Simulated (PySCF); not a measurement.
# CeH2S2 (Ce(SH)2+): the cost of one run

Method: several levels, as the steps say, no spin–orbit coupling; program: PySCF 2.14.0.

1 further run of the same task is left out (for a known fault of the program).

**1. Starting geometry**

5 atoms, charge 1, spin multiplicity 1.

Bond lengths: Ce1–S2 2.589 Å, Ce1–S4 2.589 Å, S2–H3 1.358 Å, S4–H5 1.358 Å. Angles: S2–Ce1–S4 100.3°, Ce1–S2–H3 97.1°, Ce1–S4–H5 97.1°.

Coordinates:

```xyz
5

Ce    0.0000    0.0000   -0.8021
S     1.9840   -0.1304    0.8565
H     2.9732   -0.2012   -0.0706
S    -1.9840    0.1304    0.8565
H    -2.9732    0.2012   -0.0706
```

Formal oxidation states: Ce +3. Each metal's 1 4f electrons lie in its core potential, so multiplicities, spins and levels count the valence alone. An earlier session relaxed this geometry at PBE0, Ce lcecp-1-SVP with ECP47, S def2-SVP, H def2-SVP (singlet, point group C2v).

At PBE0 on the finer grid: E = -829.137298 Eh, HOMO -11.91 eV, LUMO -7.10 eV, Mulliken charge on Ce1 +1.17 e, largest force component 0.005 eV/Å. 

Levels to run: TPSSh; r2SCAN; PBE0, TZVP. Hardware: 2 threads of Arm Neoverse V1, shared host.

**2. TPSSh**

The input, run.py (the lines that set the calculation):

```python
mol = gto.M(atom='''
Ce     0.00000     0.00000    -0.80207
S      1.98397    -0.13038     0.85651
H      2.97320    -0.20120    -0.07061
S     -1.98397     0.13038     0.85651
H     -2.97320     0.20120    -0.07061''',
    basis={'Ce': 'lcecp-1-SVP', 'S': 'def2-SVP', 'H': 'def2-SVP'},
    ecp={'Ce': 'lcecp-1-SVP'},
    charge=1, spin=0)
mf = dft.RKS(mol, xc='TPSSH')
mf.grids.atom_grid = (75, 302)  # f atoms: unpruned, at least (60, 302)
mf = mf.density_fit()  # fitting sets: Ce AutoAux, S def2-universal-JKFIT, H def2-universal-JKFIT
mf.conv_tol = 1e-08; mf.max_cycle = 55
mf.kernel(dm0)  # dm0: the density of the relaxed state
```

Started as:

```
OMP_NUM_THREADS=2 python run.py
```

**Question.** How long does this run take on 2 threads of Arm Neoverse V1, shared host?

About 4.5 s.
